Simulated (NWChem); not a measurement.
**One shape, several levels: GaH2O2 (SMILES [OH][Ga][OH])**

Wanted: a comparison of 5 runs (UHF/def2-SVPD, UB3LYP/def2-SVPD, UPBE/def2-SVPD, UPBE0/def2-SVPD, UMP2/def2-SVPD) of GaH2O2. The job is set up through an ASE script.

The results are computed with NWChem 7.3.0.

1 further run of the same task is left out (set aside as unsound or not needed).

## (1) The structure to begin with

The species is GaH2O2 (5 atoms), meant as a doublet with charge 0. As SMILES, `[OH][Ga][OH]`. The coordinates come from a PBE0-D4/def2-TZVP relaxation. This is one conformer, not always the lowest.

Bond lengths: O1–Ga2 1.804 Å, Ga2–O3 1.795 Å, O1–H4 0.960 Å, O3–H5 0.963 Å. Angles: O1–Ga2–O3 114.9°, Ga2–O1–H4 114.9°, Ga2–O3–H5 111.1°.

## (2) Energy and forces at UHF/def2-SVPD (run 1)

Contents of run.py:

```python
from ase import Atoms
from ase.calculators.nwchem import NWChem

molecule = Atoms(['O', 'Ga', 'O', 'H', 'H'], positions=[
    [-0.370600, 0.021600, -1.274400],
    [-0.311700, -0.753800, 0.353600],
    [0.618200, 0.154900, 1.591100],
    [-0.867400, -0.464600, -1.936500],
    [0.981500, 0.968200, 1.224700],
])

calc = NWChem(
    label='input',
    theory='scf',
    memory='2200 mb',
    basis='def2-SVPD',
    basispar='spherical bse',
    scf={'nopen': '1', 'uhf': None, 'thresh': '1e-08', 'maxiter': '80', 'print': 'low'},
)
molecule.calc = calc

forces = molecule.get_forces()
print("Total energy (eV):", round(molecule.get_potential_energy(), 6))
print("forces (eV/A):")
for s, f in zip(molecule.symbols, forces):
    print(f"{s:2s} {f[0]:10.5f} {f[1]:10.5f} {f[2]:10.5f}")
```

Command:

```console
export ASE_NWCHEM_COMMAND="nwchem PREFIX.nwi > PREFIX.nwo"
python run.py
```

The program printed:

```text
Total energy (eV): -56431.481666
forces (eV/A):
O    -0.56451   -0.74680   -0.39122
Ga    0.06438    0.06279    0.08433
O     0.22065    0.81015   -0.80712
H     0.53700    0.62714    0.52738
H    -0.25752   -0.75328    0.58662
```

The calculator wrote input.nwi:

```
title "input"

permanent_dir input

scratch_dir input

start input

geometry units angstrom nocenter noautosym noautoz
  O  -3.7059999999999998e-01 2.1600000000000001e-02 -1.2744000000000000e+00
  Ga -3.1169999999999998e-01 -7.5380000000000003e-01 3.5360000000000003e-01
  O  6.1819999999999997e-01 1.5490000000000001e-01 1.5911000000000000e+00
  H  -8.6739999999999995e-01 -4.6460000000000001e-01 -1.9365000000000001e+00
  H  9.8150000000000004e-01 9.6819999999999995e-01 1.2246999999999999e+00
end

memory 2200 mb

basis spherical bse noprint
   * library def2-SVPD
end

scf
  nopen 1
  uhf
  thresh 1e-08
  maxiter 80
  print low
end

task scf gradient
```

input.nwo:

```text
Northwest Computational Chemistry Package (NWChem) 7.3.0
             --------------------------------------------------------

           Job information
           ---------------

    nwchem branch   = 7.3.0
    use scalapack   = T
    input           = input.nwi
    prefix          = input.
    data base       = input/input.db
    status          = startup
    nproc           =        1

           Memory information
           ------------------

    heap     =     72089600 doubles =      550.0 Mbytes
    stack    =     72089597 doubles =      550.0 Mbytes
    global   =    144179200 doubles =     1100.0 Mbytes (distinct from heap & stack)
    total    =    288358397 doubles =     2200.0 Mbytes
    verify   = yes
    hardfail = no

[... 37 lines left out ...]
            Nuclear Dipole moment (a.u.)
[... 61 lines left out ...]
       Final UHF  results
[... 2 lines left out ...]
         Total SCF energy =  -2073.818717475849
      One electron energy =  -3256.838746411524
      Two electron energy =   1000.588723605849
 Nuclear repulsion energy =    182.431305329826
[... 1 line left out ...]
                       Sz =      0.5000
                 Sz(Sz+1) =      0.7500
                      S^2 =      0.7553

        Time for solution =     27.9s

                              NWChem Gradients Module
                              -----------------------

                         UHF ENERGY GRADIENTS

    atom               coordinates                        gradient
                 x          y          z           x          y          z
   1 O      -0.700332   0.040818  -2.408267    0.010978   0.014523   0.007608
   2 Ga     -0.589028  -1.424475   0.668207   -0.001252  -0.001221  -0.001640
   3 O       1.168229   0.292719   3.006743   -0.004291  -0.015755   0.015696
   4 H      -1.639148  -0.877967  -3.659454   -0.010443  -0.012196  -0.010256
   5 H       1.854766   1.829633   2.314347    0.005008   0.014649  -0.011408

 Task  times  cpu:       32.5s     wall:       32.5s
 Total times  cpu:       32.5s     wall:       32.5s
```

Wall time 34 s (1 thread of AMD EPYC 9R45 (Zen 5), shared host); peak memory 0.1 GiB.

## (3) Energy and forces at UB3LYP/def2-SVPD (run 2)

Contents of run.py:

```python
from ase import Atoms
from ase.calculators.nwchem import NWChem

mol = Atoms(['O', 'Ga', 'O', 'H', 'H'], positions=[
    [-0.370600, 0.021600, -1.274400],
    [-0.311700, -0.753800, 0.353600],
    [0.618200, 0.154900, 1.591100],
    [-0.867400, -0.464600, -1.936500],
    [0.981500, 0.968200, 1.224700],
])

calc = NWChem(
    label='work',
    theory='dft',
    memory='2200 mb',
    basis='def2-SVPD',
    basispar='spherical bse',
    dft={'xc': 'b3lyp', 'mult': '2', 'grid': 'fine', 'convergence': 'energy 1e-08', 'iterations': '100', 'mulliken': None},
)
mol.calc = calc

forces = mol.get_forces()
print("Total energy (eV):", round(mol.get_potential_energy(), 6))
print("forces (eV/A):")
for s, f in zip(mol.symbols, forces):
    print(f"{s:2s} {f[0]:10.5f} {f[1]:10.5f} {f[2]:10.5f}")
```

Command:

```console
export ASE_NWCHEM_COMMAND="nwchem PREFIX.nwi > PREFIX.nwo"
python run.py
```

The program printed:

```text
Total energy (eV): -56497.141887
forces (eV/A):
O     0.06767    0.24919   -0.25063
Ga   -0.24420   -0.51011    0.17874
O     0.14892    0.06582    0.34751
H    -0.11801   -0.05718   -0.26498
H     0.14568    0.25223   -0.01070
```

The calculator wrote work.nwi:

```
title "work"

permanent_dir work

scratch_dir work

start work

geometry units angstrom nocenter noautosym noautoz
  O  -3.7059999999999998e-01 2.1600000000000001e-02 -1.2744000000000000e+00
  Ga -3.1169999999999998e-01 -7.5380000000000003e-01 3.5360000000000003e-01
  O  6.1819999999999997e-01 1.5490000000000001e-01 1.5911000000000000e+00
  H  -8.6739999999999995e-01 -4.6460000000000001e-01 -1.9365000000000001e+00
  H  9.8150000000000004e-01 9.6819999999999995e-01 1.2246999999999999e+00
end

memory 2200 mb

basis spherical bse noprint
   * library def2-SVPD
end

dft
  xc b3lyp
  mult 2
  grid fine
  convergence energy 1e-08
  iterations 100
  mulliken
end

task dft gradient
```

work.nwo:

```text
Northwest Computational Chemistry Package (NWChem) 7.3.0
             --------------------------------------------------------

           Job information
           ---------------

    nwchem branch   = 7.3.0
    use scalapack   = T
    input           = work.nwi
    prefix          = work.
    data base       = work/work.db
    status          = startup
    nproc           =        1

           Memory information
           ------------------

    heap     =     72089600 doubles =      550.0 Mbytes
    stack    =     72089597 doubles =      550.0 Mbytes
    global   =    144179200 doubles =     1100.0 Mbytes (distinct from heap & stack)
    total    =    288358397 doubles =     2200.0 Mbytes
    verify   = yes
    hardfail = no

[... 111 lines left out ...]
          Convergence on energy requested:  1.00D-08
[... 26 lines left out ...]
          Convergence Information
[... 30 lines left out ...]
 1-e energy   =   -3254.760400
[... 54 lines left out ...]
      One electron energy =    -3255.590511330226
[... 8 lines left out ...]
                    DFT Final Alpha Molecular Orbital Analysis
[... 1549 lines left out ...]
          Convergence on gradient requested:  5.00D-04
[... 27 lines left out ...]
          total energy or number of iterations.
[... 28 lines left out ...]
    atom               coordinates                        gradient
                 x          y          z           x          y          z
   1 O      -0.700332   0.040818  -2.408267   -0.001316  -0.004846   0.004874
   2 Ga     -0.589028  -1.424475   0.668207    0.004749   0.009920  -0.003476
   3 O       1.168229   0.292719   3.006743   -0.002896  -0.001280  -0.006758
   4 H      -1.639148  -0.877967  -3.659454    0.002295   0.001112   0.005153
   5 H       1.854766   1.829633   2.314347   -0.002833  -0.004905   0.000208

                 ----------------------------------------
                 |  Time  |  1-e(secs)   |  2-e(secs)   |
                 ----------------------------------------
                 |  CPU   |       0.01   |       3.52   |
                 ----------------------------------------
                 |  WALL  |       0.01   |       3.52   |
                 ----------------------------------------

 Task  times  cpu:       23.2s     wall:       23.2s
 Total times  cpu:       23.2s     wall:       23.2s
```

It took 24 s on 1 thread of AMD EPYC 9R45 (Zen 5), shared host; peak memory 0.12 GiB.

Runs 3 to 4 aren't shown in full; the table further down has their settings and results.

## (4) Energy and forces at UMP2/def2-SVPD (run 5)

Contents of run.py:

```python
from ase import Atoms
from ase.calculators.nwchem import NWChem

atoms = Atoms(['O', 'Ga', 'O', 'H', 'H'], positions=[
    [-0.370600, 0.021600, -1.274400],
    [-0.311700, -0.753800, 0.353600],
    [0.618200, 0.154900, 1.591100],
    [-0.867400, -0.464600, -1.936500],
    [0.981500, 0.968200, 1.224700],
])

calc = NWChem(
    label='a',
    theory='mp2',
    memory='2200 mb',
    basis='def2-SVPD',
    basispar='spherical bse',
    scf={'nopen': '1', 'uhf': None, 'thresh': '1e-08', 'maxiter': '80', 'print': 'low'},
    mp2={'freeze': 'core 11', 'tight': None},
)
atoms.calc = calc

forces = atoms.get_forces()
print("Total energy (eV):", round(atoms.get_potential_energy(), 6))
print("forces (eV/A):")
for s, f in zip(atoms.symbols, forces):
    print(f"{s:2s} {f[0]:10.5f} {f[1]:10.5f} {f[2]:10.5f}")
```

Command:

```console
export ASE_NWCHEM_COMMAND="nwchem PREFIX.nwi > PREFIX.nwo"
python run.py
```

The program printed:

```text
Total energy (eV): -56447.871939
forces (eV/A):
O     0.14943    0.25202    0.00195
Ga   -0.19180   -0.37641    0.09467
O     0.02962   -0.07014    0.22502
H    -0.16872   -0.12712   -0.29455
H     0.18147    0.32165   -0.02710
```

The calculator wrote a.nwi:

```
title "a"

permanent_dir a

scratch_dir a

start a

geometry units angstrom nocenter noautosym noautoz
  O  -3.7059999999999998e-01 2.1600000000000001e-02 -1.2744000000000000e+00
  Ga -3.1169999999999998e-01 -7.5380000000000003e-01 3.5360000000000003e-01
  O  6.1819999999999997e-01 1.5490000000000001e-01 1.5911000000000000e+00
  H  -8.6739999999999995e-01 -4.6460000000000001e-01 -1.9365000000000001e+00
  H  9.8150000000000004e-01 9.6819999999999995e-01 1.2246999999999999e+00
end

memory 2200 mb

basis spherical bse noprint
   * library def2-SVPD
end

scf
  nopen 1
  uhf
  thresh 1e-08
  maxiter 80
  print low
end
mp2
  freeze core 11
  tight
end

task mp2 gradient
```

a.nwo:

```text
Northwest Computational Chemistry Package (NWChem) 7.3.0
             --------------------------------------------------------

           Job information
           ---------------

    nwchem branch   = 7.3.0
    use scalapack   = T
    input           = a.nwi
    prefix          = a.
    data base       = a/a.db
    status          = startup
    nproc           =        1

           Memory information
           ------------------

    heap     =     72089600 doubles =      550.0 Mbytes
    stack    =     72089597 doubles =      550.0 Mbytes
    global   =    144179200 doubles =     1100.0 Mbytes (distinct from heap & stack)
    total    =    288358397 doubles =     2200.0 Mbytes
    verify   = yes
    hardfail = no

[... 37 lines left out ...]
            Nuclear Dipole moment (a.u.)
[... 64 lines left out ...]
         Total SCF energy =  -2073.818717475849
[... 1 line left out ...]
      Two electron energy =   1000.588723605849
[... 104 lines left out ...]
 CPHF converged to   4.2D-07 in   15 iters
[... 11 lines left out ...]
 MP2 alpha    natural orbital occupation numbers
[... 207 lines left out ...]
  MP2 natural orbitals output to a/a.mp2nos
[... 3 lines left out ...]
    atom               coordinates                        gradient
                 x          y          z           x          y          z
   1 O      -0.700332   0.040818  -2.408267   -0.002906  -0.004901  -0.000038
   2 Ga     -0.589028  -1.424475   0.668207    0.003730   0.007320  -0.001841
   3 O       1.168229   0.292719   3.006743   -0.000576   0.001364  -0.004376
   4 H      -1.639148  -0.877967  -3.659454    0.003281   0.002472   0.005728
   5 H       1.854766   1.829633   2.314347   -0.003529  -0.006255   0.000527

                 ----------------------------------------
                 |  Time  |  1-e(secs)   |  2-e(secs)   |
                 ----------------------------------------
                 |  CPU   |       0.01   |       4.19   |
                 ----------------------------------------
                 |  WALL  |       0.01   |       4.19   |
                 ----------------------------------------
 -----------------------
 Task  times  cpu:       70.3s     wall:       70.3s
 Total times  cpu:       70.3s     wall:       70.3s
```

Wall time 72 s (1 thread of AMD EPYC 9R45 (Zen 5), shared host); peak memory 0.38 GiB.

## (5) The series

```
run             level  iteration cap  module   energy (Eh)   ⟨S²⟩  largest force (eV/Å)  wall time
  1     UHF/def2-SVPD             80     scf  -2073.818717  0.755                 1.165       34 s
  2  UB3LYP/def2-SVPD            100     dft  -2076.231686  0.752                 0.593       24 s
  3    UPBE/def2-SVPD            100     dft  -2075.735884  0.752                 0.804    1.8 min
  4   UPBE0/def2-SVPD            100     dft  -2075.767786  0.753                 0.271       28 s
  5    UMP2/def2-SVPD             80     mp2  -2074.421049  0.755                 0.433       72 s
```

## (6) Summary of results

| quantity | value |
| --- | --- |
| run 5: total energy | -2074.42105 Eh |
| run 5: dipole moment (of the density that the program reports) | 1.90 D |
| run 5: correlation energy (11 core orbitals frozen) | -602.3 mEh |
| run 5: ⟨S²⟩ of the reference determinant | 0.755 |
| run 5: largest force on an atom | 0.433 eV/Å |

What this shows: Over runs 2, 3, 4, 5 the dipole moment (its size) runs from 1.76 D (UPBE/def2-SVPD) to 1.92 D (UB3LYP/def2-SVPD). Totals of different functionals can't be ranked against each other. All runs together took 4.5 min, the longest 1.8 min.
